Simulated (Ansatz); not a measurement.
**Cl2Sn (SnCl2), step by step**

We compute a series of 10 runs (HF/STO-3G, UHF/STO-3G, HF/3-21G, UHF/3-21G, PBE/def2-SVP) of Cl2Sn (SnCl2). 

The calculation is run with Ansatz 0.2.0.

### 1 The structure to begin with

The species is Cl2Sn (3 atoms), typed as a singlet with charge 0. As SMILES, `[Cl][Sn][Cl]`. Geometry: a GFN2-xTB relaxation, a rough one for these elements and not checked as a minimum. The run starts from this shape.

Bond lengths: Sn1–Cl2 2.378 Å, Sn1–Cl3 2.377 Å. Angles: Cl2–Sn1–Cl3 99.5°.

### 2 A structure relaxation at HF/STO-3G (run 1)

The input, molecule.yaml:

```yaml
crystal:
  periodic: [false, false, false]
  atoms:
    - {symbol: Sn, position_ang: [0.004910, -0.007160, -1.023740]}
    - {symbol: Cl, position_ang: [1.812600, -0.019020, 0.521020]}
    - {symbol: Cl, position_ang: [-1.817510, 0.026180, 0.502720]}
basis:
  gaussian:
    orbitals: STO-3G
relax:
  f_tol: 0.002
output:
  orbitals: {seedname: orbitals}
hamiltonian:
  xc: hf
```

The run is started by

```
$ ansatz run molecule.yaml --threads 1 --pin off --max-ram 2610MiB --events-out events.jsonl --progress --plain --runs-dir runs
```

The program printed, shortened:

```text
Warning: RAYON_NUM_THREADS=1 ignored (pool sized by the plan → 1); use --threads N
[...]
Functional definition: HF
  name "HF"
[...]
603 factors; integrals over basis functions are off by at most 7.4e-6 eV
[...]
mean field -187012.60866460 eV, -6872.5866067250 hartree, gradient 7.1e-5 eV, S^2 0.000000; 0 other end points of the search recorded, 0 dependent functions left out
[...]
reference -187012.60866460 eV, -6872.5866067250 hartree; 42, 42 occupied and 3, 3 virtual orbitals, 603 factors
relax step   1: F+E_penalty+E_count = -187012.60866460 eV  Δ(F+E_penalty+E_count) = +0.000e0 eV  max|allowed force component| = 9.151e-1 eV/Å  Δτ_max = 0.0000 Å  (25 SCF iters, accepted)
[...]
relax step   5: F+E_penalty+E_count = -187012.70007213 eV  Δ(F+E_penalty+E_count) = -1.238e-5 eV  max|allowed force component| = 1.372e-2 eV/Å  Δτ_max = 0.0047 Å  (22 SCF iters, accepted)
[...]
relax step   6: F+E_penalty+E_count = -187012.70009711 eV  Δ(F+E_penalty+E_count) = -2.498e-5 eV  max|allowed force component| = 3.538e-4 eV/Å  Δτ_max = 0.0021 Å  (22 SCF iters, accepted)
603 factors; integrals over basis functions are off by at most 7.2e-6 eV
[...]
mean field -187012.70009711 eV, -6872.5899668078 hartree, gradient 2.0e-5 eV, S^2 0.000000; 1 other end points of the search recorded, 0 dependent functions left out
[...]
reference -187012.70009711 eV, -6872.5899668078 hartree; 42, 42 occupied and 3, 3 virtual orbitals, 603 factors
Total energy: -187012.70009711 eV, -6872.5899668078 hartree
Atom 0 at     0.005218    -0.007415    -1.059985 Å, force    -0.000034     0.000001     0.000093 eV/Å
Atom 1 at     1.694670    -0.017426     0.538494 Å, force    -0.000320     0.000004    -0.000033 eV/Å
Atom 2 at    -1.699888     0.024841     0.521491 Å, force     0.000354    -0.000005    -0.000060 eV/Å
Dipole moment:     0.004029    -0.005722    -0.817981 e Å
```

Run time: 7.8 s. Hardware: 1 thread of Intel Xeon Platinum 8375C at 2.90GHz (Ice Lake), shared host; peak memory 0.14 GiB.

The path in brief:

```
step  energy from the first frame kept (eV)  largest force (eV/Å)
   1                                 0.0000                0.9834
   2                                -0.0549                0.6044
   3                                -0.0846                0.2503
   4                                -0.0914                0.0154
   5                                -0.0914                0.0139
   6                                -0.0914                0.0004
```

After the run. Bond lengths: Sn1–Cl2 2.326 Å, Sn1–Cl3 2.326 Å. Angles: Cl2–Sn1–Cl3 93.7°.

### 3 Vibrational wavenumbers at HF/STO-3G (run 2)

The input, run.yaml:

```yaml
crystal:
  periodic: [false, false, false]
  atoms:
    - {symbol: Sn, position_ang: [0.005218, -0.007415, -1.059985]}
    - {symbol: Cl, position_ang: [1.694670, -0.017426, 0.538494]}
    - {symbol: Cl, position_ang: [-1.699888, 0.024841, 0.521491]}
basis:
  gaussian:
    orbitals: STO-3G
phonons:
  temperatures:
    t_min: 298.15
    t_max: 298.15
    t_step: 1
total_charge: 0
hamiltonian:
  xc: hf
```

The run is started by

```
$ ansatz run run.yaml --threads 1 --pin off --max-ram 2610MiB --events-out events.jsonl --progress --plain --runs-dir runs
```

The program printed, shortened:

```text
Warning: RAYON_NUM_THREADS=1 ignored (pool sized by the plan → 1); use --threads N
[... 2 set-up lines as earlier in the session ...]
[...]
608 factors; integrals over basis functions are off by at most 7.2e-6 eV
[...]
mean field -187012.70013948 eV, -6872.5899683651 hartree, gradient 6.5e-5 eV, S^2 0.000000; 0 other end points of the search recorded, 0 dependent functions left out
[...]
reference -187012.70013948 eV, -6872.5899683651 hartree; 42, 42 occupied and 3, 3 virtual orbitals, 608 factors
[...]
608 factors; integrals over basis functions are off by at most 7.2e-6 eV
[...]
mean field -187012.70010150 eV, -6872.5899669691 hartree, gradient 6.0e-7 eV, S^2 0.000000; 0 other end points of the search recorded, 0 dependent functions left out
[...]
reference -187012.70010150 eV, -6872.5899669691 hartree; 42, 42 occupied and 3, 3 virtual orbitals, 608 factors
[...]
mean field -187012.70012588 eV, -6872.5899678652 hartree, gradient 6.0e-7 eV, S^2 0.000000; 0 other end points of the search recorded, 0 dependent functions left out
[...]
reference -187012.70012588 eV, -6872.5899678652 hartree; 42, 42 occupied and 3, 3 virtual orbitals, 608 factors
[...]
608 factors; integrals over basis functions are off by at most 7.2e-6 eV
mean field -187012.70012617 eV, -6872.5899678757 hartree, gradient 6.0e-7 eV, S^2 0.000000; 0 other end points of the search recorded, 0 dependent functions left out
[...]
reference -187012.70012617 eV, -6872.5899678757 hartree; 42, 42 occupied and 3, 3 virtual orbitals, 608 factors
Total energy: -187012.70013948 eV, -6872.5899683651 hartree
Atom 0 at     0.005218    -0.007415    -1.059985 Å, force    -0.000001     0.000001     0.000186 eV/Å
Atom 1 at     1.694670    -0.017426     0.538494 Å, force    -0.000446     0.000005    -0.000095 eV/Å
Atom 2 at    -1.699888     0.024841     0.521491 Å, force     0.000447    -0.000006    -0.000091 eV/Å
Dipole moment:     0.004026    -0.005722    -0.817984 e Å
Vibrations: 170.07 404.04 425.61 cm⁻¹, zero-point energy 0.061975 eV
```

It took 5.7 s on 1 thread of Intel Xeon Platinum 8375C at 2.90GHz (Ice Lake), shared host; peak memory 0.12 GiB.

Runs 3 to 9 aren't shown in full; the table further down has their settings and results.

### 4 Vibrational wavenumbers at PBE/def2-SVP (core potential) (run 10)

The input, molecule.yaml:

```yaml
crystal:
  periodic: [false, false, false]
  atoms:
    - {symbol: Sn, position_ang: [0.005077, -0.007218, -1.031797]}
    - {symbol: Cl, position_ang: [1.846753, -0.019418, 0.525165]}
    - {symbol: Cl, position_ang: [-1.851829, 0.026636, 0.506632]}
basis:
  gaussian:
    orbitals: def2-SVP
phonons:
  temperatures:
    t_min: 298.15
    t_max: 298.15
    t_step: 1
hamiltonian:
  xc: pbe
```

The run is started by

```
$ ansatz run molecule.yaml --threads 1 --pin off --max-ram 2610MiB --events-out events.jsonl --progress --plain --runs-dir runs
```

The program printed, shortened:

```text
Warning: RAYON_NUM_THREADS=1 ignored (pool sized by the plan → 1); use --threads N
Functional definition: PBE
  name "PBE"
[...]
681 factors; their error is unknown
[...]
mean field -30861.56611851 eV, -1134.1416361344 hartree, gradient 1.2e-5 eV, S^2 0.000000; 0 other end points of the search recorded, 0 dependent functions left out
[...]
reference -30861.56614670 eV, -1134.1416371705 hartree; 28, 28 occupied and 34, 34 virtual orbitals, 681 factors
[...]
681 factors; their error is unknown
[...]
mean field -30861.56607803 eV, -1134.1416346468 hartree, gradient 7.6e-7 eV, S^2 0.000000; 0 other end points of the search recorded, 0 dependent functions left out
[...]
reference -30861.56610623 eV, -1134.1416356829 hartree; 28, 28 occupied and 34, 34 virtual orbitals, 681 factors
[...]
681 factors; their error is unknown
[...]
681 factors; their error is unknown
mean field -30861.56611167 eV, -1134.1416358831 hartree, gradient 1.5e-6 eV, S^2 0.000000; 0 other end points of the search recorded, 0 dependent functions left out
[...]
reference -30861.56613987 eV, -1134.1416369193 hartree; 28, 28 occupied and 34, 34 virtual orbitals, 681 factors
[...]
681 factors; their error is unknown
[...]
mean field -30861.56610902 eV, -1134.1416357858 hartree, gradient 1.3e-6 eV, S^2 0.000000; 0 other end points of the search recorded, 0 dependent functions left out
[...]
reference -30861.56613722 eV, -1134.1416368219 hartree; 28, 28 occupied and 34, 34 virtual orbitals, 681 factors
Total energy: -30861.56614670 eV, -1134.1416371705 hartree
Atom 0 at     0.005077    -0.007218    -1.031797 Å, force     0.000078    -0.000011    -0.001446 eV/Å
Atom 1 at     1.846753    -0.019418     0.525165 Å, force     0.000635    -0.000003     0.000697 eV/Å
Atom 2 at    -1.851829     0.026636     0.506632 Å, force    -0.000713     0.000014     0.000749 eV/Å
Dipole moment:     0.003098    -0.004413    -0.630888 e Å
Vibrations: 109.42 338.69 345.95 cm⁻¹, zero-point energy 0.049225 eV
```

Run time: 9 s. Hardware: 1 thread of Intel Xeon Platinum 8375C at 2.90GHz (Ice Lake), shared host; peak memory 0.11 GiB.

### 5 The series

```csv
run,level,walk f tol,task,temperatures,partner,energy (Eh),dipole moment (D),wall time
1,HF/STO-3G,0.002,optimise,–,base,-6872.589967,3.93,7.8 s
2,HF/STO-3G,–,frequencies,"(298.15, 298.15, 1)",base,-6872.589968,3.93,5.7 s
3,UHF/STO-3G,–,energy,–,cation,-6872.339573,–,1.1 s
4,UHF/STO-3G,–,optimise,–,cation,-6872.350459,–,6.6 s
5,HF/3-21G,0.002,optimise,–,base,-6911.408817,5.40,6.6 s
6,HF/3-21G,–,frequencies,"(298.15, 298.15, 1)",base,-6911.408818,5.40,8.7 s
7,UHF/3-21G,–,energy,–,cation,-6911.048111,–,5.7 s
8,UHF/3-21G,–,optimise,–,cation,-6911.056452,–,12 s
9,PBE/def2-SVP (core potential),0.002,optimise,–,base,-1134.141637,3.03,4.8 s
10,PBE/def2-SVP (core potential),–,frequencies,"(298.15, 298.15, 1)",base,-1134.141637,3.03,9 s
```

### 6 What came out

| quantity | value |
| --- | --- |
| run 10, PBE/def2-SVP: total energy | -1134.14164 Eh |
| run 10, PBE/def2-SVP: dipole moment | 3.03 D |
| run 10, PBE/def2-SVP: largest force on an atom | 0.001 eV/Å |
| run 10, PBE/def2-SVP: lowest harmonic wavenumber | 109 cm⁻¹ |
| run 10, PBE/def2-SVP: highest harmonic wavenumber | 346 cm⁻¹ |
| run 10, PBE/def2-SVP: zero-point energy | 4.7 kJ/mol |
| vertical ionisation energy (to the doublet cation), HF/STO-3G | 6.814 eV |
| vertical ionisation energy (to the doublet cation), HF/3-21G | 9.815 eV |
| adiabatic ionisation energy (to the doublet cation, no zero-point term), HF/STO-3G | 6.517 eV |
| adiabatic ionisation energy (to the doublet cation, no zero-point term), HF/3-21G | 9.588 eV |

In words: At HF/STO-3G: removing an electron at fixed nuclei costs 6.81 eV (657 kJ/mol). At HF/3-21G: removing an electron at fixed nuclei costs 9.82 eV (947 kJ/mol). At HF/STO-3G: the adiabatic ionisation energy (to the doublet cation, no zero-point term) is 6.52 eV (629 kJ/mol). At HF/3-21G: the adiabatic ionisation energy (to the doublet cation, no zero-point term) is 9.59 eV (925 kJ/mol). All runs together took 68 s, the longest 12 s.
